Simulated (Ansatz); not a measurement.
# GeH4O2: up Jacob's ladder to CCSD(T)

An exercise on one series of results from a longer session: the logs are not shown, and one member is left open.

Computed with Ansatz 0.2.0, Gaussian basis. Level: functionals in def2-TZVPP, the program's frozen cores in correlated methods.

Levels to be run: LDA (SPW92), PBE-D4, revPBE-D4, BLYP-D4, r2SCAN-D4, B97M-V, PBE0-D4, B3LYP-D4, r2SCANh-D4, r2SCAN0-D4, HSE06-D4, BHLYP-D4, CAM-B3LYP-D4, LC-ωPBE, ωB97X-V, ωB97M-V, B2PLYP, PBE-QIDH; CCSD(T)/def2-SVP; CCSD(T)/def2-TZVPP; MP2/def2-QZVPP; extrapolation to the limit; RPA on PBE.

## Structure used throughout

An earlier PBE0-D4 in a triple-zeta def2 set relaxation fixed the geometry.

SMILES `[OH][GeH2][OH]`, 7 atoms, charge 0, spin multiplicity 1.

Atoms are counted from 1 here; the program's logs count them from 0.

Bond lengths: O1–Ge2 1.776 Å, O1–H4 0.959 Å, Ge2–O3 1.773 Å, Ge2–H5 1.543 Å, Ge2–H6 1.525 Å, O3–H7 0.959 Å. Angles: Ge2–O1–H4 113.3°, O1–Ge2–O3 110.8°, O1–Ge2–H5 108.6°, O1–Ge2–H6 106.6°, O3–Ge2–H5 109.7°, O3–Ge2–H6 104.9°, H5–Ge2–H6 116.1°, Ge2–O3–H7 113.6°.

The first run:

Input file in.yaml:

```yaml
crystal:
  periodic: [false, false, false]
  atoms:
    - {symbol: O, position_ang: [-1.491278, -0.415985, -0.173892]}
    - {symbol: Ge, position_ang: [0.023491, 0.377010, 0.305310]}
    - {symbol: O, position_ang: [1.347443, -0.798935, 0.400552]}
    - {symbol: H, position_ang: [-1.634907, -0.418694, -1.122090]}
    - {symbol: H, position_ang: [0.363385, 1.460541, -0.739059]}
    - {symbol: H, position_ang: [-0.172503, 0.863140, 1.737286]}
    - {symbol: H, position_ang: [1.625567, -1.135177, -0.453808]}
basis:
  gaussian: {orbitals: def2-TZVPP}
hamiltonian: {xc: lda}
output: {orbitals: {seedname: orbitals}}
```

Among the steps run: LDA; PBE-D4 (GGA); revPBE-D4 (GGA); BLYP-D4 (GGA); r2SCAN-D4 (meta-GGA); B97M-V (meta-GGA); PBE0-D4 (hybrid); B3LYP-D4 (hybrid); r2SCANh-D4 (hybrid); r2SCAN0-D4 (hybrid); HSE06-D4 (hybrid); BHLYP-D4 (hybrid); CAM-B3LYP-D4 (range-separated); LC-ωPBE-D4 (range-separated; the results give it without D4); ωB97X-V (range-separated); ωB97M-V (range-separated); B2PLYP (double hybrid); PBE-QIDH (double hybrid).

One table of the session follows, with a row left open; its other results are not shown here.

It belongs to the step «Orbital energies across the functionals». 

```
  functional  HOMO (eV)  gap (eV)
 LDA (SPW92)      -7.23      6.41
      PBE-D4          ?         ?
   revPBE-D4      -6.99      6.48
     BLYP-D4      -6.96      6.34
   r2SCAN-D4      -7.44      7.35
      B97M-V      -7.56      7.19
     PBE0-D4      -8.74      9.02
    B3LYP-D4      -8.48      8.40
  r2SCANh-D4      -8.08      8.27
  r2SCAN0-D4      -9.01      9.62
    HSE06-D4      -8.33      8.24
    BHLYP-D4     -10.29     11.27
CAM-B3LYP-D4     -10.21     11.32
     LC-ωPBE     -11.57     14.01
     ωB97X-V     -11.23     13.48
     ωB97M-V     -11.12     12.99
```

**Question.** Estimate the row for PBE-D4.

The run gave: HOMO (eV): -7.05; gap (eV): 6.45. In the column «HOMO (eV)» it lies between LDA (SPW92) (-7.23) and revPBE-D4 (-6.99).
